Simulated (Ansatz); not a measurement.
Set up this calculation in Ansatz 0.2.0, as the native input.

```
Task                              : single point
Functional                        : PBE
Potentials or basis               : Ansatz PAW
Cutoff                            : 420 eV (not typed: the program's choice for these potentials)
k mesh                            : 10 × 7 × 1
Occupations                       : fermi-dirac, width 0.05 eV
Spin                              : no spin polarisation
Boundary along the surface normal : dipole_correction
Miller                            : [1, 1, 0]
Bulk formula                      : Pt
```

Slab: Pt, a slab with vacuum.

```
Pt
1.0
     2.76889    0.00000    0.00000
     0.00000    3.91580    0.00000
     0.00000    0.00000   24.69111
Pt
8
Direct
  0.50000 0.50000 0.30375
  0.00000 0.00000 0.35982
  0.50000 0.50000 0.41589
  0.00000 0.00000 0.47196
  0.50000 0.50000 0.52804
  0.00000 0.00000 0.58411
  0.50000 0.50000 0.64018
  0.00000 0.00000 0.69625
```

The cell isn't the ideal one: the (1 1 0) slab of Pt, cut from the database cell, not relaxed.

The input as run:

input.yaml

```yaml
crystal:
  lattice:
    - [2.7688887338, 0.0, 0.0]
    - [0.0, 3.9158, 0.0]
    - [0.0, 0.0, 24.6911105682]
  atoms:
    - { symbol: Pt, position: [0.5, 0.5, 0.3037530442] }
    - { symbol: Pt, position: [0.0, 0.0, 0.359823603] }
    - { symbol: Pt, position: [0.5, 0.5, 0.4158941618] }
    - { symbol: Pt, position: [0.0, 0.0, 0.4719647206] }
    - { symbol: Pt, position: [0.5, 0.5, 0.5280352794] }
    - { symbol: Pt, position: [0.0, 0.0, 0.5841058382] }
    - { symbol: Pt, position: [0.5, 0.5, 0.640176397] }
    - { symbol: Pt, position: [0.0, 0.0, 0.6962469558] }
hamiltonian:
  xc: pbe
  pseudopotentials: { kind: paw }
kpoints:
  mp_grid: { grid: [10, 7, 1] }
scf:
  occupations: { method: fermi_dirac, width: 0.05 }
output:
  forces: true
  eigenvalues: true
efield:
  axis: 3
  dipole_correction: true
  ramp_width: 0.04
```

Potentials or basis: Ansatz PAW.

Command:

```console
$ ansatz run input.yaml --threads 4 --pin off --max-ram 11264MiB --backend cpu --events-out ev --progress --plain --runs-dir out
```

It gave:

The largest force is 1.162 eV/Å and the band gap on the k mesh is none (metal or under the smearing width). The work function of the upper face is 5.35 eV. The work function of the lower face is 5.35 eV and the dipole across the slab is 0.000 e·Å.

Run time: 19 s on 4 threads of Arm Neoverse V1 (shared host), peak memory 0.94 GiB.
